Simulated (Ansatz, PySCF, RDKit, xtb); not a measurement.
# C2H5FGeO: ranking a sample of isomers, part 2 of 2

A sample of isomers of C2H5FGeO is drawn. Aim: find which of them has the lowest free energy at 298.15 K, then its properties. The sample is small against all isomers, and the most stable one of this formula need not be in it.

xtb, Ansatz and PySCF; isolated molecules. The steps go on from the part before.

## (11) c181a at CCSD(T)/def2-SVP

Input file input.yaml:

```yaml
basis:
  gaussian: {orbitals: def2-SVP}
crystal:
  periodic: [false, false, false]
  atoms:
    - {symbol: C, position_ang: [0.574748, -0.412328, -1.218606]}
    - {symbol: C, position_ang: [0.146544, -1.123537, -0.009103]}
    - {symbol: F, position_ang: [1.520404, 0.550984, -1.114787]}
    - {symbol: Ge, position_ang: [-0.599076, -2.948476, -0.020443]}
    - {symbol: O, position_ang: [-0.654037, -0.101971, -0.684184]}
    - {symbol: H, position_ang: [0.595126, -0.862625, -2.221195]}
    - {symbol: H, position_ang: [0.599357, -0.758265, 0.923874]}
    - {symbol: H, position_ang: [0.438664, -3.930941, 0.558696]}
    - {symbol: H, position_ang: [-0.933323, -3.323512, -1.476649]}
    - {symbol: H, position_ang: [-1.878997, -2.973032, 0.834675]}
correlation: {method: ccsd_t, frozen_orbitals: {C: 1, F: 1, H: 0, Ge: 9, O: 1}}
```

Started as:

```bash
ansatz run input.yaml --threads 2 --pin off --max-ram 5220MiB --events-out events.jsonl --progress --plain --runs-dir runs
```

Standard output (excerpt; [...] marks lines left out):

```text
Warning: RAYON_NUM_THREADS=2 ignored (pool sized by the plan → 2); use --threads N
Functional definition: HF
  name "HF"
[...]
1122 factors; integrals over basis functions are off by at most 1.3e-3 eV
[...]
mean field -63342.26146394 eV, -2327.7851738730 hartree, gradient 5.9e-7 eV, S^2 0.000000; 0 other end points of the search recorded, 0 dependent functions left out
13 core orbitals not correlated: weight in the atoms' cores, before any rotation towards them, 1.000 or more for the frozen orbitals, at most 0.000 for the correlated occupied ones
reference -63342.26146394 eV, -2327.7851738730 hartree; 20, 20 occupied and 80, 80 virtual orbitals, 1122 factors
second order -23.65377016 eV of doubles, -0.00000000 eV of singles
cycle   1  -23.64660880 eV  change    7.2e-3 eV  update   1.2e-1
[...]
cycle   9  -24.46416094 eV  change   -2.9e-5 eV  update   2.3e-5
perturbative correction -0.69373128 eV, -0.0254941543 hartree
Total energy: -63367.41935616 eV, -2328.7097093594 hartree
```

Wall time 46 s (2 threads of Intel Xeon at 2.50GHz (Skylake/Cascade Lake), shared host); peak memory 0.61 GiB.

## (12) Putting it together

Energies in kcal/mol from c181a; G adds the thermal terms to the CCSD(T)/def2-SVP + MP2/def2-TZVPP - MP2/def2-SVP energy. The columns left of the relaxed level are at the tight-binding geometries.

| label | SMILES | spin | GFN2-xTB | HF/STO-3G | r2SCAN-D4/def2-SVP | B3LYP/def2-SVP | HF/def2-SVP | MP2/def2-SVP | CCSD(T)/def2-SVP + MP2/def2-TZVPP - MP2/def2-SVP | G | share at equilibrium | T1 |
| --- | --- | --- | --- | --- | --- | --- | --- | --- | --- | --- | --- | --- |
| c181a | F[C@@H]1O[C@H]1[GeH3] | singlet | 0.0 | 0.0 | 0.0 | 0.0 | 0.0 | 0.0 | 0.0 | 0.0 | 52.2 % | 0.012 |
| c025a | F[C@@H]1O[C@@H]1[GeH3] | singlet | -2.8 | 1.9 | 0.5 | -0.6 | -0.7 | -0.8 | -0.3 | 0.2 | 39.8 % | 0.012 |
| c034a | F[C@@]1([GeH3])CO1 | singlet | -1.6 | -1.1 | 0.4 | 0.8 | 1.9 | 1.3 | 1.2 | 1.1 | 8.0 % | 0.012 |

Lowest found: c181a, `F[C@@H]1O[C@H]1[GeH3]`, a singlet. Bond lengths: C1–C2 1.467 Å, C1–F3 1.354 Å, C2–Ge4 1.971 Å, C1–O5 1.375 Å, C2–O5 1.463 Å, C1–H6 1.099 Å, C2–H7 1.100 Å, Ge4–H8 1.542 Å, Ge4–H9 1.540 Å, Ge4–H10 1.539 Å. Some angles: C1–C2–Ge4 123.7°, C1–C2–O5 56.0°, Ge4–C2–O5 115.9°, C2–C1–F3 119.1°, C2–C1–O5 61.9°, F3–C1–O5 115.7°, C1–O5–C2 62.2°, C1–C2–H7 114.7°, Ge4–C2–H7 117.9°, O5–C2–H7 112.6°.

```xyz
10

C     0.5747   -0.4123   -1.2186
C     0.1465   -1.1235   -0.0091
F     1.5204    0.5510   -1.1148
Ge   -0.5991   -2.9485   -0.0204
O    -0.6540   -0.1020   -0.6842
H     0.5951   -0.8626   -2.2212
H     0.5994   -0.7583    0.9239
H     0.4387   -3.9309    0.5587
H    -0.9333   -3.3235   -1.4766
H    -1.8790   -2.9730    0.8347
```

## (13) Density, orbitals and dipole (PBE0/def2-TZVPD)

input.yaml, as its differences from that of step 11:

```diff
@@ -1,3 +1 @@
-basis:
-  gaussian: {orbitals: def2-SVP}
 crystal:
@@ -15,2 +13,7 @@
     - {symbol: H, position_ang: [-1.878997, -2.973032, 0.834675]}
-correlation: {method: ccsd_t, frozen_orbitals: {C: 1, F: 1, H: 0, Ge: 9, O: 1}}
+basis:
+  gaussian:
+    orbitals: def2-TZVPD
+hamiltonian:
+  xc: {name: PBE0}
+output: {forces: true, orbitals: {seedname: orbitals}}
```

Started as:

```bash
ansatz run input.yaml --threads 2 --pin off --max-ram 5220MiB --events-out events.jsonl --progress --plain --runs-dir runs
```

Standard output (excerpt; [...] marks lines left out):

```text
Warning: RAYON_NUM_THREADS=2 ignored (pool sized by the plan → 2); use --threads N
Functional definition: PBE0
  name "PBE0"
[...]
1410 factors; their error is unknown
[...]
mean field -63424.50244657 eV, -2330.8074742397 hartree, gradient 1.3e-5 eV, S^2 0.000000; 0 other end points of the search recorded, 0 dependent functions left out
[...]
reference -63424.50248903 eV, -2330.8074758001 hartree; 33, 33 occupied and 220, 220 virtual orbitals, 1410 factors
Total energy: -63424.50248903 eV, -2330.8074758001 hartree
Atom 0 at     0.574748    -0.412328    -1.218606 Å, force    -0.113666    -0.346490     0.000499 eV/Å
Atom 1 at     0.146544    -1.123537    -0.009103 Å, force     0.065114     0.195987    -0.073146 eV/Å
Atom 2 at     1.520404     0.550984    -1.114787 Å, force    -0.131229    -0.075377     0.005495 eV/Å
Atom 3 at    -0.599076    -2.948476    -0.020443 Å, force     0.049726     0.086504    -0.032272 eV/Å
Atom 4 at    -0.654037    -0.101971    -0.684184 Å, force     0.261552    -0.076971     0.046615 eV/Å
Atom 5 at     0.595126    -0.862625    -2.221195 Å, force    -0.018446     0.186850     0.353299 eV/Å
Atom 6 at     0.599357    -0.758265     0.923874 Å, force    -0.158817    -0.078008    -0.308682 eV/Å
Atom 7 at     0.438664    -3.930941     0.558696 Å, force    -0.055608     0.075648    -0.030566 eV/Å
Atom 8 at    -0.933323    -3.323512    -1.476649 Å, force     0.022426     0.023832     0.078701 eV/Å
Atom 9 at    -1.878997    -2.973032     0.834675 Å, force     0.078949     0.008026    -0.039944 eV/Å
Dipole moment:     0.054629    -0.427688     0.036459 e Å
```

Run time: 29 s. Hardware: 2 threads of Intel Xeon at 2.50GHz (Skylake/Cascade Lake), shared host; peak memory 0.79 GiB.

## (14) Electronic excitations (TD-PBE0/def2-SVPD)

An in-house driver calls PySCF's response routines at TD-PBE0/def2-SVPD; it has no typed input.

Standard output:

```text
coarse grid: 40616 points
cycle   1  E = -2330.1791282461  dE =  9.164e-03  |g| = 7.285e-01  |ddm| = 3.717e+00
cycle   2  E = -2330.0352111698  dE =  1.439e-01  |g| = 1.151e+00  |ddm| = 1.650e+00
cycle   3  E = -2330.2636488299  dE = -2.284e-01  |g| = 1.485e-01  |ddm| = 1.097e+00
cycle   4  E = -2330.2670685613  dE = -3.420e-03  |g| = 4.590e-02  |ddm| = 1.670e-01
cycle   5  E = -2330.2673994005  dE = -3.308e-04  |g| = 1.397e-02  |ddm| = 4.627e-02
cycle   6  E = -2330.2674272730  dE = -2.787e-05  |g| = 3.304e-03  |ddm| = 1.392e-02
cycle   7  E = -2330.2674287530  dE = -1.480e-06  |g| = 5.472e-04  |ddm| = 4.112e-03
final grid: 85128 points
cycle   8  E = -2330.2674233117  dE =  1.940e-08  |g| = 7.145e-04  |ddm| = 4.064e-03
cycle   9  E = -2330.2674231973  dE =  1.145e-07  |g| = 9.906e-04  |ddm| = 1.972e-03
cycle  10  E = -2330.2674234401  dE = -2.428e-07  |g| = 5.868e-05  |ddm| = 1.139e-03
cycle  11  E = -2330.2674234407  dE = -6.489e-10  |g| = 1.389e-05  |ddm| = 6.857e-05
converged SCF energy = -2330.2674234407

Static polarisability (au): isotropic 59.355, principal 52.773 54.356 70.936

Singlet excitations
state   eV       nm        f      main configurations
  1   7.3102    169.6   0.00537   H->L+2 0.60, H->L 0.31
  2   7.4847    165.7   0.00264   H->L 0.63, H->L+2 0.31
  3   7.8959    157.0   0.15768   H->L+1 0.88
  4   8.0397    154.2   0.00708   H->L+3 0.90
  5   8.2057    151.1   0.03744   H-1->L 0.80, H-1->L+1 0.11
  6   8.3919    147.7   0.07098   H-1->L+2 0.68, H->L+4 0.11
  7   8.4608    146.5   0.02289   H-1->L+1 0.66, H->L+4 0.14, H-1->L 0.14
  8   8.5439    145.1   0.01580   H->L+4 0.52, H->L+5 0.28, H-1->L+1 0.11

Triplet excitations (Tamm-Dancoff, eV): 6.7335 7.1844 7.3822
```

Run time: 42 s. Hardware: 2 threads of Intel Xeon at 2.50GHz (Skylake/Cascade Lake), shared host; peak memory 0.69 GiB.

The roots found:

| excited state | energy (eV) | strength |
| --- | --- | --- |
| 1 | 7.310 | 0.0054 |
| 2 | 7.485 | 0.0026 |
| 3 | 7.896 | 0.1577 |
| 4 | 8.040 | 0.0071 |
| 5 | 8.206 | 0.0374 |
| 6 | 8.392 | 0.0710 |
| 7 | 8.461 | 0.0229 |
| 8 | 8.544 | 0.0158 |

## (15) NMR shieldings (GIAO PBE0/pcSseg-1)

An in-house driver calls PySCF's response routines at GIAO PBE0/pcSseg-1; it has no typed input.

Standard output:

```text
coarse grid: 40616 points
cycle   1  E = -2330.3400112802  dE = -2.584e-02  |g| = 1.071e+00  |ddm| = 2.912e+00
cycle   2  E = -2330.1841425394  dE =  1.559e-01  |g| = 1.392e+00  |ddm| = 1.273e+00
cycle   3  E = -2330.4469876093  dE = -2.628e-01  |g| = 2.520e-01  |ddm| = 9.083e-01
cycle   4  E = -2330.4570404418  dE = -1.005e-02  |g| = 7.836e-02  |ddm| = 1.673e-01
cycle   5  E = -2330.4578462445  dE = -8.058e-04  |g| = 1.729e-02  |ddm| = 4.955e-02
cycle   6  E = -2330.4578885674  dE = -4.232e-05  |g| = 4.987e-03  |ddm| = 1.260e-02
cycle   7  E = -2330.4578915135  dE = -2.946e-06  |g| = 6.918e-04  |ddm| = 3.243e-03
final grid: 85128 points
cycle   8  E = -2330.4578946257  dE =  2.219e-08  |g| = 8.429e-04  |ddm| = 1.575e-03
cycle   9  E = -2330.4578944892  dE =  1.365e-07  |g| = 1.178e-03  |ddm| = 1.474e-03
cycle  10  E = -2330.4578947811  dE = -2.919e-07  |g| = 8.643e-05  |ddm| = 8.572e-04
cycle  11  E = -2330.4578947825  dE = -1.381e-09  |g| = 2.816e-05  |ddm| = 8.197e-05
cycle  12  E = -2330.4578947826  dE = -1.164e-10  |g| = 5.043e-06  |ddm| = 1.808e-05
converged SCF energy = -2330.4578947826

GIAO shielding tensors (ppm)
atom      isotropic    diamagn.    paramagn.     s11        s22        s33       span
  0 C       92.232     243.114    -150.882     46.794     75.989    153.913    107.120
  1 C      135.289     252.862    -117.573     76.334    144.746    184.787    108.452
  2 F      337.437     473.472    -136.035    254.741    332.574    424.995    170.254
  3 Ge    1559.095    2753.215   -1194.120   1498.077   1531.462   1647.746    149.669
  4 O      269.707     395.390    -125.683     96.269    302.184    410.668    314.400
  5 H       26.135      28.989      -2.854     20.274     27.103     31.029     10.755
  6 H       28.548      31.352      -2.804     21.568     27.440     36.637     15.069
  7 H       27.091      26.305       0.786     21.014     22.158     38.100     17.086
  8 H       27.675      26.773       0.902     21.153     23.607     38.264     17.111
  9 H       27.095      26.761       0.335     20.912     22.406     37.967     17.055
```

Wall time 30 s (2 threads of Intel Xeon at 2.50GHz (Skylake/Cascade Lake), shared host); peak memory 0.78 GiB.

Isotropic shieldings, averaged over atoms that the bond graph makes equivalent (absolute, not shifts):

| atoms | shielding (ppm) |
| --- | --- |
| C1 | 92.2 |
| C2 | 135.3 |
| F3 | 337.4 |
| Ge4 | 1559.1 |
| O5 | 269.7 |
| H6 | 26.14 |
| H7 | 28.55 |
| H8, H9, H10 | 27.29 |

## (16) The cation at the same geometry (PBE0/def2-TZVPD)

Input file input.yaml:

```yaml
crystal:
  periodic: [false, false, false]
  atoms:
    - symbol: C
      position_ang: [0.574748, -0.412328, -1.218606]
    - symbol: C
      position_ang: [0.146544, -1.123537, -0.009103]
    - symbol: F
      position_ang: [1.520404, 0.550984, -1.114787]
    - symbol: Ge
      position_ang: [-0.599076, -2.948476, -0.020443]
    - symbol: O
      position_ang: [-0.654037, -0.101971, -0.684184]
    - symbol: H
      position_ang: [0.595126, -0.862625, -2.221195]
    - symbol: H
      position_ang: [0.599357, -0.758265, 0.923874]
    - symbol: H
      position_ang: [0.438664, -3.930941, 0.558696]
    - symbol: H
      position_ang: [-0.933323, -3.323512, -1.476649]
    - symbol: H
      position_ang: [-1.878997, -2.973032, 0.834675]
basis:
  gaussian: {orbitals: def2-TZVPD}
total_charge: 1
magnetization: {spin_polarized: true, initial_magnetization: 1}
hamiltonian: {xc: {name: PBE0}}
```

Started as:

```bash
ansatz run input.yaml --threads 2 --pin off --max-ram 5220MiB --events-out events.jsonl --progress --plain --runs-dir runs
```

Standard output:

```text
Warning: RAYON_NUM_THREADS=2 ignored (pool sized by the plan → 2); use --threads N
Functional definition: PBE0
  name "PBE0"
  parameter a = 0.25
  parameter kappa = 0.804
  parameter beta = 0.06672455060314922
  exchange = (1 - a)*pbe_x(kappa = kappa, mu = beta*pi^2/3) + a*exact_x
  correlation = pbe_c(beta = beta)
1410 factors; their error is unknown
mean field evaluation 1: about -63399.1541 eV, gradient 5.6e1 eV
mean field evaluation 2: about -63256.6033 eV, gradient 1.6e2 eV
mean field evaluation 4: about -63407.2133 eV, gradient 4.0e1 eV
mean field evaluation 8: about -63413.8759 eV, gradient 6.9e-1 eV
mean field evaluation 16: about -63414.1163 eV, gradient 4.5e-2 eV
mean field evaluation 32: about -63413.8974 eV, gradient 8.5e-1 eV
mean field -63414.11638042 eV, -2330.4257933486 hartree, gradient 1.3e-5 eV, S^2 0.755301; 2 other end points of the search recorded, 0 dependent functions left out
reference -63414.11641899 eV, -2330.4257947660 hartree; 33, 32 occupied and 220, 221 virtual orbitals, 1410 factors
Total energy: -63414.11641899 eV, -2330.4257947660 hartree
```

Wall time 59 s (2 threads of Intel Xeon at 2.50GHz (Skylake/Cascade Lake), shared host); peak memory 0.95 GiB.

Difference from the parent: 10.39 eV.

## (17) The anion at the same geometry (PBE0/def2-TZVPD)

Input file input.yaml:

```yaml
crystal:
  periodic: [false, false, false]
  atoms:
    - {symbol: C, position_ang: [0.574748, -0.412328, -1.218606]}
    - {symbol: C, position_ang: [0.146544, -1.123537, -0.009103]}
    - {symbol: F, position_ang: [1.520404, 0.550984, -1.114787]}
    - {symbol: Ge, position_ang: [-0.599076, -2.948476, -0.020443]}
    - {symbol: O, position_ang: [-0.654037, -0.101971, -0.684184]}
    - {symbol: H, position_ang: [0.595126, -0.862625, -2.221195]}
    - {symbol: H, position_ang: [0.599357, -0.758265, 0.923874]}
    - {symbol: H, position_ang: [0.438664, -3.930941, 0.558696]}
    - {symbol: H, position_ang: [-0.933323, -3.323512, -1.476649]}
    - {symbol: H, position_ang: [-1.878997, -2.973032, 0.834675]}
basis:
  gaussian: {orbitals: def2-TZVPD}
total_charge: -1
hamiltonian: {xc: {name: PBE0}}
magnetization: {spin_polarized: true, initial_magnetization: 1}
scf: {lower_state_search: off}
```

Started as:

```bash
ansatz run input.yaml --threads 2 --pin off --max-ram 5220MiB --events-out events.jsonl --progress --plain --runs-dir runs
```

Standard output (excerpt; [...] marks lines left out):

```text
Warning: RAYON_NUM_THREADS=2 ignored (pool sized by the plan → 2); use --threads N
Functional definition: PBE0
  name "PBE0"
[...]
1410 factors; their error is unknown
[...]
mean field -63423.29336472 eV, -2330.7630413010 hartree, gradient 4.2e-6 eV, S^2 0.750592; 0 other end points of the search recorded, 0 dependent functions left out
reference -63423.29340219 eV, -2330.7630426783 hartree; 34, 33 occupied and 219, 220 virtual orbitals, 1410 factors
Total energy: -63423.29340219 eV, -2330.7630426783 hartree
Checks for a lower state left out: stability, starts, cluster_reference, orbital_swaps, neighbouring_geometries, increment
```

Run time: 60 s. Hardware: 2 threads of Intel Xeon at 2.50GHz (Skylake/Cascade Lake), shared host; peak memory 0.86 GiB.

Parent less the species with the added electron: -1.21 eV. The extra electron isn't bound at this geometry, so the number measures the basis, not the molecule.

## (18) The triplet at the same geometry (PBE0/def2-TZVPD)

Input file input.yaml:

```yaml
crystal:
  periodic: [false, false, false]
  atoms:
    - symbol: C
      position_ang: [0.574748, -0.412328, -1.218606]
    - symbol: C
      position_ang: [0.146544, -1.123537, -0.009103]
    - symbol: F
      position_ang: [1.520404, 0.550984, -1.114787]
    - symbol: Ge
      position_ang: [-0.599076, -2.948476, -0.020443]
    - symbol: O
      position_ang: [-0.654037, -0.101971, -0.684184]
    - symbol: H
      position_ang: [0.595126, -0.862625, -2.221195]
    - symbol: H
      position_ang: [0.599357, -0.758265, 0.923874]
    - symbol: H
      position_ang: [0.438664, -3.930941, 0.558696]
    - symbol: H
      position_ang: [-0.933323, -3.323512, -1.476649]
    - symbol: H
      position_ang: [-1.878997, -2.973032, 0.834675]
basis:
  gaussian: {orbitals: def2-TZVPD}
magnetization: {spin_polarized: true, initial_magnetization: 2}
hamiltonian: {xc: {name: PBE0}}
```

Started as:

```bash
ansatz run input.yaml --threads 2 --pin off --max-ram 5220MiB --events-out events.jsonl --progress --plain --runs-dir runs
```

Standard output:

```text
Warning: RAYON_NUM_THREADS=2 ignored (pool sized by the plan → 2); use --threads N
Functional definition: PBE0
  name "PBE0"
  parameter a = 0.25
  parameter kappa = 0.804
  parameter beta = 0.06672455060314922
  exchange = (1 - a)*pbe_x(kappa = kappa, mu = beta*pi^2/3) + a*exact_x
  correlation = pbe_c(beta = beta)
1410 factors; their error is unknown
mean field evaluation 1: about -63412.6165 eV, gradient 3.5e1 eV
mean field evaluation 2: about -63399.6775 eV, gradient 6.2e1 eV
mean field evaluation 4: about -63417.3706 eV, gradient 8.1e0 eV
mean field evaluation 8: about -63417.6381 eV, gradient 4.3e-1 eV
mean field evaluation 16: about -63417.8821 eV, gradient 1.9e-2 eV
mean field evaluation 32: about -63417.8821 eV, gradient 4.0e-5 eV
mean field -63417.88214674 eV, -2330.5641827083 hartree, gradient 2.2e-5 eV, S^2 2.008059; 7 other end points of the search recorded, 0 dependent functions left out
reference -63417.88219603 eV, -2330.5641845197 hartree; 34, 32 occupied and 219, 221 virtual orbitals, 1410 factors
Total energy: -63417.88219603 eV, -2330.5641845197 hartree
```

It took 1.8 min on 2 threads of Intel Xeon at 2.50GHz (Skylake/Cascade Lake), shared host; peak memory 0.96 GiB.

It lies 6.62 eV above the singlet.

## (19) Results

The summary covers parts 1 to 2.

| quantity | value |
| --- | --- |
| lowest structure found | F[C@@H]1O[C@H]1[GeH3], singlet |
| next finalist | F[C@@H]1O[C@@H]1[GeH3], singlet, 0.2 kcal/mol higher in G |
| share at equilibrium, among the finalists | 52.2 % |
| funnel | 3 starts, 3 minima at GFN2-xTB, 5 screening runs, 3 relaxed, 3 ranked |
| CPU time of all runs | 21 min |
| dipole moment (PBE0/def2-TZVPD) | 2.08 D |
| HOMO energy (PBE0/def2-TZVPD) | -8.26 eV |
| LUMO energy (PBE0/def2-TZVPD) | 0.12 eV |
| HOMO–LUMO gap (PBE0/def2-TZVPD) | 8.38 eV |
| lowest excitation (TD-PBE0/def2-SVPD) | 7.31 eV (f = 0.005) |
| strongest of the states computed, same level | 7.90 eV (f = 0.158) |
| lowest triplet excitation, same level, Tamm-Dancoff | 6.73 eV |
| vertical ionisation energy | 10.39 eV |
| vertical electron affinity | -1.21 eV (unbound: the value depends on the basis) |
| vertical triplet less singlet | +6.62 eV |

What this shows: `F[C@@H]1O[C@H]1[GeH3]` comes out lowest. The next finalist is drawn with the same bonds. At 0.2 kcal/mol the two aren't resolved. The thermal terms turn the order: in electronic energy alone `F[C@@H]1O[C@@H]1[GeH3]` is lowest. They come from GFN2-xTB, so the order rests on a rough term. GFN2-xTB, r2SCAN-D4/def2-SVP, B3LYP/def2-SVP, HF/def2-SVP and MP2/def2-SVP already put its bonding pattern lowest among the structures in one piece; HF/STO-3G favours the singlet F[C@@]1([GeH3])CO1. The largest share of the time went into the relaxations (34 %). Lowest found is not proven lowest: the search is finite, and each finalist counts with one conformer. Only 3 drawn patterns were tried, so whole families of isomers are missing, and the result ranks this sample alone.
